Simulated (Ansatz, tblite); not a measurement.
# S-phenylphenoxathiinium tetracyanoborate (C₂₂H₁₃BN₄OS): a ladder of methods and basis sets

One table from this session's results is given with a row withheld; the runs are named, their logs left out.

Computed with Ansatz 0.2.0, Gaussian basis. Level: as each input shows.

Plan: GFN1-xTB, GFN2-xTB, PBE-D4/def2-TZVP, r2SCAN-D4/def2-TZVP, r2SCAN0-D4/def2-TZVP, BLYP-D4/def2-TZVP, r2SCANh-D4/def2-TZVP, PBE-D4/def2-SVP, PBE0-D4/def2-SVP, HF/STO-3G, MP2/def2-SVP, RPA/def2-SVP.

### The structure

The geometry is that of the singlet, from an earlier relaxation (PBE-D4/def2-SVP).

SMILES `N#C[B-](C#N)(C#N)C#N.c1ccc([S+]2c3ccccc3Oc3ccccc32)cc1`, 42 atoms, charge 0, spin multiplicity 1.

Bond lengths: N1–C2 1.172 Å, C2–B3 1.584 Å, B3–C4 1.604 Å, B3–C6 1.604 Å, B3–C8 1.601 Å, C4–N5 1.175 Å, C6–N7 1.174 Å, C8–N9 1.173 Å, C10–C11 1.406 Å, C10–C29 1.403 Å, C10–H30 1.100 Å, C11–C12 1.402 Å, C11–H31 1.100 Å, C12–C13 1.403 Å, C12–H32 1.100 Å, C13–S14 1.814 Å, C13–C28 1.405 Å, S14–C15 1.785 Å and more. Angles: N1–C2–B3 179.9°, C2–B3–C4 112.9°, C2–B3–C6 112.6°, C2–B3–C8 113.0°, C4–B3–C6 105.9°, C4–B3–C8 105.7°, C6–B3–C8 106.1°, B3–C4–N5 172.8°, B3–C6–N7 172.4°, B3–C8–N9 173.0°, C11–C10–C29 120.4°, C11–C10–H30 119.7°, C29–C10–H30 119.8°, C10–C11–C12 120.3°, C10–C11–H31 120.2°, C12–C11–H31 119.5°, C11–C12–C13 118.2°, C11–C12–H32 120.8° and more.

PBE0-D4/def2-TZVP was run before; its log isn't repeated, and its numbers join the tables.

The first run:

Tight binding, by tblite at 300 K electronic temperature and without a spin-polarisation term:

```python
tblite.interface.Calculator('GFN1-xTB', numbers, positions, charge=0, uhf=0).singlepoint()
```

Tight binding, by tblite at 300 K electronic temperature and without a spin-polarisation term:

```python
tblite.interface.Calculator('GFN2-xTB', numbers, positions, charge=0, uhf=0).singlepoint()
```

start.molden holds the orbitals of an earlier run on this state, given as this run's starting guess.

Input file in.yaml:

```yaml
crystal:
  periodic: [false, false, false]
  atoms:
    - {symbol: N, position_ang: [-3.184311, 2.724731, 5.126265]}
    - {symbol: C, position_ang: [-2.625344, 2.144390, 4.275213]}
    - {symbol: B, position_ang: [-1.871100, 1.359883, 3.124292]}
    - {symbol: C, position_ang: [-1.095843, 2.332188, 2.111724]}
    - {symbol: N, position_ang: [-0.482937, 2.921737, 1.301567]}
    - {symbol: C, position_ang: [-2.865084, 0.485509, 2.219469]}
    - {symbol: N, position_ang: [-3.468758, -0.185389, 1.468453]}
    - {symbol: C, position_ang: [-0.766418, 0.343258, 3.679901]}
    - {symbol: N, position_ang: [0.092777, -0.407875, 3.953154]}
    - {symbol: C, position_ang: [-0.365816, -4.411882, -0.986115]}
    - {symbol: C, position_ang: [0.802890, -3.681911, -1.265565]}
    - {symbol: C, position_ang: [0.905484, -2.337844, -0.881022]}
    - {symbol: C, position_ang: [-0.181926, -1.753776, -0.215119]}
    - {symbol: S, position_ang: [-0.178123, -0.023345, 0.328253]}
    - {symbol: C, position_ang: [-0.693831, 0.852109, -1.139699]}
    - {symbol: C, position_ang: [-2.075245, 1.000318, -1.350747]}
    - {symbol: C, position_ang: [-2.523228, 1.625385, -2.518430]}
    - {symbol: C, position_ang: [-1.593346, 2.101496, -3.460149]}
    - {symbol: C, position_ang: [-0.220003, 1.967238, -3.237181]}
    - {symbol: C, position_ang: [0.243177, 1.343490, -2.066134]}
    - {symbol: O, position_ang: [1.600734, 1.275082, -1.917660]}
    - {symbol: C, position_ang: [2.197917, 0.969423, -0.728760]}
    - {symbol: C, position_ang: [3.574277, 1.243987, -0.640607]}
    - {symbol: C, position_ang: [4.266584, 0.972401, 0.542902]}
    - {symbol: C, position_ang: [3.600206, 0.431189, 1.657309]}
    - {symbol: C, position_ang: [2.232708, 0.150547, 1.584632]}
    - {symbol: C, position_ang: [1.543170, 0.409421, 0.385667]}
    - {symbol: C, position_ang: [-1.356300, -2.463584, 0.086738]}
    - {symbol: C, position_ang: [-1.439081, -3.805843, -0.314832]}
    - {symbol: H, position_ang: [-0.436117, -5.466897, -1.291138]}
    - {symbol: H, position_ang: [1.644610, -4.162514, -1.786446]}
    - {symbol: H, position_ang: [1.821493, -1.763051, -1.083273]}
    - {symbol: H, position_ang: [-2.785841, 0.620662, -0.598869]}
    - {symbol: H, position_ang: [-3.602507, 1.743020, -2.690035]}
    - {symbol: H, position_ang: [-1.942926, 2.595865, -4.378632]}
    - {symbol: H, position_ang: [0.525564, 2.350609, -3.948143]}
    - {symbol: H, position_ang: [4.069435, 1.685647, -1.516841]}
    - {symbol: H, position_ang: [5.341872, 1.197934, 0.599815]}
    - {symbol: H, position_ang: [4.143838, 0.231017, 2.591497]}
    - {symbol: H, position_ang: [1.689936, -0.260881, 2.453164]}
    - {symbol: H, position_ang: [-2.191658, -1.973941, 0.615599]}
    - {symbol: H, position_ang: [-2.350920, -4.379804, -0.090229]}
basis:
  gaussian: {orbitals: def2-TZVP, fitting: {mean_field: def2-universal-jkfit}, initial_orbitals: start.molden}
hamiltonian: {xc: pbe, dispersion: d4}
scf: {omitted_lower_state_checks: [starts]}
output: {forces: true, orbitals: {seedname: orbitals}}
```

On the command line:

```
> ansatz run in.yaml --threads 2 --pin off --events-out ev --progress --plain --max-ram 32768MiB --backend cuda --devices 0, --max-vram 18GiB
```

Among the steps run: PBE-D4/def2-TZVP; r2SCAN-D4/def2-TZVP; r2SCAN0-D4/def2-TZVP; BLYP-D4/def2-TZVP; r2SCANh-D4/def2-TZVP; PBE-D4/def2-SVP; PBE0-D4/def2-SVP; HF/STO-3G; MP2/def2-SVP; RPA/def2-SVP.

One of the session's tables, all rows but one given; the rest of the session is left out.

It belongs to the step «Binding energy». 

| level | binding an atom (eV) |
| --- | --- |
| HF/STO-3G | ? |
| HF/def2-SVP | 3.809 |
| PBE-D4/def2-SVP | 5.656 |
| PBE-D4/def2-TZVP | 5.576 |
| BLYP-D4/def2-TZVP | 5.373 |
| r2SCAN-D4/def2-TZVP | 5.345 |
| r2SCANh-D4/def2-TZVP | 5.293 |
| PBE0-D4/def2-SVP | 5.489 |
| PBE0-D4/def2-TZVP | 5.409 |
| r2SCAN0-D4/def2-TZVP | 5.218 |
| MP2/def2-SVP | 5.274 |

**Question.** Estimate the row for HF/STO-3G.

**Answer.** binding an atom (eV): 4.118. In the column «binding an atom (eV)» it lies between HF/def2-SVP (3.809) and r2SCAN0-D4/def2-TZVP (5.218).

Limits of these values: Free atoms were run apart at each level; binding is atoms less cluster, divided by the number of atoms, without zero-point or spin-orbit terms.
